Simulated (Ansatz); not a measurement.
# ZrNbTe3: one candidate of a structure search

The task: take a trial cell of ZrNbTe3 to zero force and stress.

Method: DFT PBE, scalar-relativistic, plane waves, PAW, in Ansatz 0.2.0.

**1. The structure to begin with**

Symmetry: P-62m, No. 189, hexagonal system. The conventional cell has a = 6.081 Å, b = 6.081 Å, c = 4.642 Å, α = 90.00°, β = 90.00°, γ = 120.00°. Around Zr (site symmetry -62m) lie 3 Te at 2.19 Å and 2 Nb at 2.32 Å. Around Nb (site symmetry -62m) lie 2 Zr at 2.32 Å. Around Te (site symmetry m2m) lie 1 Zr at 2.19 Å.

As a file:

```
Zr Nb Te
1.0
     6.08065    0.00000    0.00000
    -3.04032    5.26600    0.00000
     0.00000    0.00000    4.64214
Zr Nb Te
1 1 3
Direct
  0.00000 0.00000 0.00000
  0.00000 0.00000 0.50000
  0.36005 0.00000 0.00000
  0.00000 0.36005 0.00000
  0.63995 0.63995 0.00000
```

Recipe of the guess: random cell by space group and Wyckoff sites (P-62m, No. 189). Lengths come from tabulated atomic sizes and are only a guess.

**2. Probe: one point on a coarse mesh**

The input, input.yaml:

```yaml
crystal:
  lattice:
    - [6.0806475, 0.0, 0.0]
    - [-3.04032375, 5.2659952, 0.0]
    - [0.0, 0.0, 4.64214445]
  atoms:
    - { symbol: Zr, position: [0.0, 0.0, 0.0] }
    - { symbol: Nb, position: [0.0, 0.0, 0.5] }
    - { symbol: Te, position: [0.36005309, 0.0, 0.0] }
    - { symbol: Te, position: [0.0, 0.36005309, 0.0] }
    - { symbol: Te, position: [0.63994691, 0.63994691, 0.0] }
basis:
  ecutwfc: 420
kpoints:
  mp_grid: { grid: [3, 3, 4] }
hamiltonian:
  xc: pbe
scf:
  occupations: { method: gaussian, width: 0.1 }
  lower_state_search: "off"
output:
  forces: true
  stress: true
  eigenvalues: true
```

Launch:

```
$ ansatz run input.yaml --threads 1 --pin off --max-ram 2560MiB --backend cpu --events-out ev --progress --plain --runs-dir out
```

The session goes on with these runs: coarse relaxation; spin check on a coarse mesh; full relaxation.

Before running it: what results should come out? Wanted: conventional cell; volume; energy over the elements; gap on the mesh; total moment.

**Answer**, as computed:

```
                              quantity                                                                       value
symmetry at the end (tolerance 0.05 Å)                                                 space group P-62m (No. 189)
                     conventional cell  a = 6.299 Å, b = 6.299 Å, c = 4.974 Å, α = 90.00°, β = 90.00°, γ = 120.00°
                                volume                                                               34.18 Å³/atom
              energy over the elements                                                               +0.83 eV/atom
                       gap on the mesh                                                                none (metal)
                          total moment                                                                1.24 μB/cell
```

What this shows: The space group P-62m (No. 189) is kept, and the volume per atom grows by 15.0 % from the first guess. With a positive formation energy it can't be a ground state. No finished test with a distortion of lower symmetry is shown, so the end may be a saddle point. The runs treat Te without spin-orbit coupling. Other magnetic orders were not searched.
